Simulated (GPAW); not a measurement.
The system is LiTiB4.

```
CELL_PARAMETERS angstrom
3.02096 0.00000 0.00000
-1.51048 2.61623 0.00000
0.00000 0.00000 6.76085
ATOMIC_POSITIONS crystal
Li 0.00000 0.00000 0.50000
Ti 0.00000 0.00000 0.00000
B 0.33333 0.66667 0.76734
B 0.66667 0.33333 0.76734
B 0.33333 0.66667 0.23266
B 0.66667 0.33333 0.23266
```

The cell was built by a generator and needn't be a form met in nature.

```yaml
Program: GPAW 26.7.0
Task: relaxation of cell and atoms
Functional: RPBE
Potentials_or_basis: the program's PAW data sets (release 1.2.1) made for this functional
Cutoff: 800 eV
Basis: pw
k_mesh: 7 × 7 × 3
Occupations: fermi-dirac, width 0.05 eV
Spin: no spin polarisation
```

At the start: pressure 4.0 GPa; volume 8.91 Å³/atom.

Problem. Where does the relaxation end?

Solution. Over 11 steps the energy falls by 2.8 meV/atom and the volume is 9.10 Å³/atom (+2.2 %); space group P6/mmm (No. 191, to 0.05 Å).

The path:
```tsv
step	energy change (eV)	largest force (eV/Å)	pressure (GPa)	volume (Å³)
1	0.0000	0.0769	3.97	53.43
2	-0.0025	0.0623	3.59	53.52
3	-0.0138	0.0522	0.51	54.25
4	-0.0142	0.0516	0.39	54.30
5	-0.0157	0.0258	-0.11	54.51
6	-0.0160	0.0073	-0.06	54.54
7	-0.0160	0.0035	0.05	54.53
8	-0.0160	0.0081	0.13	54.52
9	-0.0161	0.0141	0.24	54.52
10	-0.0163	0.0146	0.25	54.56
11	-0.0166	0.0079	0.14	54.62
```

Final structure:
```
CELL_PARAMETERS angstrom
3.04094 0.00000 0.00000
-1.52047 2.63353 0.00000
0.00000 0.00000 6.82030
ATOMIC_POSITIONS crystal
Li 0.00000 0.00000 0.50000
Ti 0.00000 0.00000 0.00000
B 0.33333 0.66667 0.76785
B 0.66667 0.33333 0.76785
B 0.33333 0.66667 0.23215
B 0.66667 0.33333 0.23215
```

Caveat: later steps reuse the first step's grids.
